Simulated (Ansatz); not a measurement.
**H8N2OSi2: a ladder of functionals and wavefunction methods**

An exercise on one series of results from a longer session: the logs are not shown, and one member is left open.

Method: functionals in def2-TZVPP, the program's frozen cores in correlated methods; program: Ansatz 0.2.0, Gaussian basis.

The runs, in order: PBE-D4, r2SCAN-D4, PBE0-D4, B3LYP-D4, ωB97X-V, ωB97M-V, B2PLYP; CCSD(T)/def2-TZVPP; MP2/def2-QZVPP; extrapolation to the limit.

## Structure used throughout

An earlier PBE0-D4 in a triple-zeta def2 set relaxation fixed the geometry.

SMILES `N[SiH2]O[SiH2]N`, 13 atoms, charge 0, spin multiplicity 1.

Atoms are counted from 1 here; the program's logs count them from 0.

Bond lengths: N1–Si2 1.706 Å, N1–H6 1.006 Å, N1–H7 1.006 Å, Si2–O3 1.637 Å, Si2–H8 1.485 Å, Si2–H9 1.481 Å, O3–Si4 1.637 Å, Si4–N5 1.706 Å, Si4–H10 1.481 Å, Si4–H11 1.485 Å, N5–H12 1.006 Å, N5–H13 1.006 Å. Angles: Si2–N1–H6 121.6°, Si2–N1–H7 121.6°, H6–N1–H7 111.6°, N1–Si2–O3 116.1°, N1–Si2–H8 106.6°, N1–Si2–H9 107.3°, O3–Si2–H8 108.2°, O3–Si2–H9 106.1°, H8–Si2–H9 112.7°, Si2–O3–Si4 146.8°, O3–Si4–N5 116.1°, O3–Si4–H10 106.1°, O3–Si4–H11 108.2°, N5–Si4–H10 107.3°, N5–Si4–H11 106.5°, H10–Si4–H11 112.7°, Si4–N5–H12 121.6°, Si4–N5–H13 121.6° and more.

Set-up of the first run:

Input file in.yaml:

```yaml
crystal:
  periodic: [false, false, false]
  atoms:
    - {symbol: N, position_ang: [-1.329340, -1.982584, -0.479767]}
    - {symbol: Si, position_ang: [-1.673101, -0.337215, -0.188389]}
    - {symbol: O, position_ang: [-0.492265, 0.526568, 0.545402]}
    - {symbol: Si, position_ang: [0.859751, 1.430361, 0.360612]}
    - {symbol: N, position_ang: [2.333901, 0.573617, 0.304503]}
    - {symbol: H, position_ang: [-1.307142, -2.656509, 0.267437]}
    - {symbol: H, position_ang: [-0.759588, -2.272474, -1.256824]}
    - {symbol: H, position_ang: [-1.943724, 0.279487, -1.512374]}
    - {symbol: H, position_ang: [-2.844149, -0.284684, 0.716406]}
    - {symbol: H, position_ang: [0.916707, 2.330064, 1.535381]}
    - {symbol: H, position_ang: [0.750927, 2.169119, -0.923490]}
    - {symbol: H, position_ang: [2.641237, 0.107297, -0.532490]}
    - {symbol: H, position_ang: [2.732188, 0.155650, 1.128891]}
basis:
  gaussian: {orbitals: def2-TZVPP}
hamiltonian: {xc: pbe, dispersion: d4}
output: {forces: true, orbitals: {seedname: orbitals}}
```

Launch:

```sh
ansatz run in.yaml --threads 4 --pin off --events-out ev --progress --plain --max-ram 10444MiB
```

Steps of the session up to this table: PBE-D4 (GGA); r2SCAN-D4 (meta-GGA); PBE0-D4 (hybrid); B3LYP-D4 (hybrid); ωB97X-V (range-separated); ωB97M-V (range-separated); B2PLYP (double hybrid); CCSD(T) in def2-TZVPP; MP2 in def2-QZVPP.

One table of the session follows, with a row left open; its other results are not shown here.

```
            method  atomisation energy (kJ/mol)
            PBE-D4                       4594.8
         r2SCAN-D4                       4559.3
           PBE0-D4                       4526.5
          B3LYP-D4                       4594.9
           ωB97X-V                       4615.6
           ωB97M-V                       4607.8
            B2PLYP                            ?
     HF/def2-TZVPP                       3272.8
    MP2/def2-TZVPP                       4500.1
   CCSD/def2-TZVPP                       4396.0
CCSD(T)/def2-TZVPP                       4452.5
           MP2/CBS                       4650.8
       CCSD(T)/CBS                       4603.2
```

**Question.** Estimate the row for B2PLYP.

The run gave: atomisation energy (kJ/mol): 4539.1. In the column «atomisation energy (kJ/mol)» it lies between PBE0-D4 (4526.5) and r2SCAN-D4 (4559.3).
